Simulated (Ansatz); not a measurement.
# AlB2P3: the cost of one run

Program: Ansatz 0.2.0. Level of theory: DFT PBE, scalar-relativistic, plane waves, PAW. These are calculated values, not measurements.

### Step 1. The system as given

It takes space group P31m (No. 157, trigonal). The conventional cell has a = 6.056 Å, b = 6.056 Å, c = 5.739 Å, α = 90.00°, β = 90.00°, γ = 120.00°. Al (site symmetry 3) has 4 P at 2.14 to 2.15 Å as nearest neighbours. Around B (site symmetry 3m) lie 4 P at 2.14 to 2.15 Å. B (site symmetry m) is surrounded by 4 P at 2.14 to 2.15 Å. P (site symmetry 3m) is surrounded by 4 B at 2.14 to 2.15 Å. P (site symmetry 3) has 3 B at 2.14 Å and 1 Al at 2.15 Å as nearest neighbours. P (site symmetry m) is surrounded by 2 B at 2.14 to 2.15 Å and 2 Al at 2.14 Å.

Structure file:

```xyz
12
Lattice="6.0564 0.0000 0.0000 -3.0282 5.2450 0.0000 0.0000 0.0000 5.7393" Properties=species:S:1:pos:R:3 pbc="T T T"
Al    3.0282    1.7483    0.0004
Al    0.0000    3.4966    0.0004
B     0.0000    0.0000    0.0004
B     2.0188    0.0000    2.8701
B    -1.0094    1.7483    2.8701
B     2.0188    3.4966    2.8701
P     0.0000    0.0000    2.1518
P     3.0282    1.7483    2.1518
P     0.0000    3.4966    2.1518
P     2.0188    0.0000    5.0215
P    -1.0094    1.7483    5.0215
P     2.0188    3.4966    5.0215
```

The start is an ordering of an alloy on its end members' structure types: elements ordered on the sites of the AlP type, B/Al on Al (P31m, No. 157).

### Step 2. Probe: one point on a coarse mesh

File input.yaml:

```yaml
crystal:
  lattice:
    - [6.0563567, 0.0, 0.0]
    - [-3.02817835, 5.24495876, 0.0]
    - [0.0, 0.0, 5.73931334]
  atoms:
    - { symbol: Al, position: [0.66666667, 0.33333333, 6.9e-05] }
    - { symbol: Al, position: [0.33333333, 0.66666667, 6.9e-05] }
    - { symbol: B, position: [0.0, 0.0, 6.9e-05] }
    - { symbol: B, position: [0.33333333, 0.0, 0.500069] }
    - { symbol: B, position: [0.0, 0.33333333, 0.500069] }
    - { symbol: B, position: [0.66666667, 0.66666667, 0.500069] }
    - { symbol: P, position: [0.0, 0.0, 0.37493101] }
    - { symbol: P, position: [0.66666667, 0.33333333, 0.37493101] }
    - { symbol: P, position: [0.33333333, 0.66666667, 0.37493101] }
    - { symbol: P, position: [0.33333333, 0.0, 0.87493101] }
    - { symbol: P, position: [0.0, 0.33333333, 0.87493101] }
    - { symbol: P, position: [0.66666667, 0.66666667, 0.87493101] }
basis:
  ecutwfc: 420
kpoints:
  mp_grid: { grid: [3, 3, 4] }
hamiltonian:
  xc: pbe
scf:
  occupations: { method: gaussian, width: 0.1 }
  lower_state_search: "off"
output:
  forces: true
  stress: true
  eigenvalues: true
```

Command:

```console
ansatz run input.yaml --threads 1 --pin off --max-ram 2560MiB --backend cpu --events-out ev --progress --plain --runs-dir out
```

**Question.** How long does this run take on 1 thread of Intel Xeon at 2.50GHz (Skylake/Cascade Lake), shared host, and how much memory does it need?

About 12 s, with a peak of 0.4 GiB.
